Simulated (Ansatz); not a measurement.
Predict the output of the script below (Ansatz's Python interface).

`kconv.py`
```python
"""k-point test for ScClO."""

import warnings

import ansatz as az
from ase import Atoms
from tabulate import tabulate

warnings.simplefilter("ignore", az.DeckWarning)

atoms = Atoms(
    ["Sc", "Sc", "Cl", "Cl", "O", "O"],
    scaled_positions=[
        (0.0, 0.5, 0.134563),
        (0.5, 0.0, 0.865437),
        (0.0, 0.5, 0.676641),
        (0.5, 0.0, 0.323359),
        (0.5, 0.5, 0.0),
        (0.0, 0.0, 0.0),
    ],
    cell=[
        (3.57137, 0.0, 0.0),
        (0.0, 3.57137, 0.0),
        (0.0, 0.0, 7.95613),
    ],
    pbc=True,
)
structure = az.Crystal.from_ase(atoms)

calc = (
    structure.calculation()
    .functional("r2scan")
    .occupations("fixed")  # whole-number filling, right only where there is a gap
)

rows = []
for value in [1.0, 0.6, 0.4, 0.3]:
    r = calc.kpoints(spacing=value).run(threads=1, pin="off").report
    rows.append((value, r["free_energy_ev"] / len(r["lattice"]["sites"]), r["n_iterations"], r["n_kpoints"]))

print(tabulate(rows, headers=["spacing (1/A)", "F/atom (eV)", "iterations", "k-points"], floatfmt=".4f", tablefmt="plain"))

# differences from the last row
for row in rows[:-1]:
    shift = 1000 * (row[1] - rows[-1][1])
    print(f"{row[0]}: {shift:+.2f} meV/atom" + ("  (within 5 meV)" if abs(shift) < 5 else ""))
```

```console
$ python kconv.py
  spacing (1/A)    F/atom (eV)    iterations    k-points
         1.0000     -1266.4784             7           3
         0.6000     -1266.5414             7           6
         0.4000     -1266.5509             7          12
         0.3000     -1266.5510             7          20
1.0: +72.60 meV/atom
0.6: +9.64 meV/atom
0.4: +0.15 meV/atom  (within 5 meV)
```

From a spacing of 0.4 (5×5×2) on it stays within 5 meV an atom of the value at a spacing of 0.3 (6×6×3); the first row (a spacing of 1.0 (2×2×1)) is off by 72.6 meV and the last but one by 0.15 meV. The last run costs about 2.9 times the first.

Notes:
- No spin polarisation was allowed.
- The structure comes from a database of computed cells and needn't be a stable or known phase.
- Shifts are counted from the finest mesh, which is itself no proven limit.
- Run time: 17 s on 1 thread of AMD EPYC 7R13 Processor (Zen 3), on a shared host, peak memory 0.61 GiB.

(Lines on the test bed's own set-up are left out of the output.)
